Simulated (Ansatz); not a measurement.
**Palladium, diamond: r²SCAN0 after r²SCAN**

Aim: see what exact exchange does to the levels and moments, and what it costs. The geometry was relaxed under r²SCAN beforehand and is kept. Exact exchange is dear, so the k-mesh is coarse, and r²SCAN is run on the same mesh for comparison.

Method: DFT, plane waves (500 eV) with PBE-made PAW files, scalar-relativistic; functionals as named at each step, in Ansatz 0.2.0.

## (1) The system as given

Symmetry: Fd-3m, No. 227, cubic system. The conventional cell has a = 5.735 Å, b = 5.735 Å, c = 5.735 Å, α = 90.00°, β = 90.00°, γ = 90.00°. Around Pd (site symmetry -43m) lie 4 Pd at 2.48 Å.

Structure file:

```
Pd
1.0
     0.00000    2.86737    2.86737
     2.86737    0.00000    2.86737
     2.86737    2.86737    0.00000
Pd
2
Direct
  0.12500 0.12500 0.12500
  0.87500 0.87500 0.87500
```

The atoms start with moments of -0.52 ×2 μB.

## (2) r²SCAN on the coarse mesh

The run with r²SCAN.

The input, input.yaml:

```yaml
crystal:
  lattice:
    - [0.0, 2.8673669678, 2.8673669678]
    - [2.8673669678, 0.0, 2.8673669678]
    - [2.8673669678, 2.8673669678, 0.0]
  atoms:
    - { symbol: Pd, position: [0.125, 0.125, 0.125], spin: -0.52 }
    - { symbol: Pd, position: [0.875, 0.875, 0.875], spin: -0.52 }
hamiltonian:
  xc: r2scan
  pseudopotentials:
    kind: paw
    azcp:
      Pd: "pseudopotentials/Pd.paw.azcp"
basis:
  ecutwfc: 500
  fft_grid_basis: typed
kpoints:
  mp_grid: { grid: [5, 5, 5], shift: [0, 0, 0] }
magnetization:
  spin_polarized: true
scf:
  occupations: { method: fermi_dirac, width: 0.1 }
```

Launch:

```sh
ansatz run input.yaml --threads 4 --pin off --max-ram 8192MiB --backend cpu --events-out ev --progress --plain --runs-dir out
```

## (3) r²SCAN0 on the coarse mesh

The run with r²SCAN0.

input.yaml, as its differences from that of step 2:

```diff
@@ -9,3 +9,3 @@
 hamiltonian:
-  xc: r2scan
+  xc: r2scan0
   pseudopotentials:
```

(Steps that only read results are left out.)

**Question.** What will these runs give? Wanted: r²SCAN: gap; r²SCAN: magnetic state; r²SCAN0: gap; r²SCAN0: magnetic state.

The runs gave:

| quantity | value |
| --- | --- |
| r²SCAN: gap | none (levels filled in part) |
| r²SCAN: magnetic state | ferromagnetic, up to 0.45 μB per atom |
| r²SCAN0: gap | none (levels filled in part) |
| r²SCAN0: magnetic state | ferromagnetic, up to 0.52 μB per atom |
| r²SCAN0: SCF cycles, exchange loops | 42, 6 |
| r²SCAN0: CPU time over that of r²SCAN | 14 |

Both r²SCAN and r²SCAN0 leave levels filled in part. The largest moment goes from 0.45 to 0.52 μB. The hybrid took 14 times as much CPU time as r²SCAN on the same settings. The exchange operator of r²SCAN0 was renewed in 6 outer loops. Absolute energies differ from functional to functional, by eV per atom at times, and say nothing by themselves.
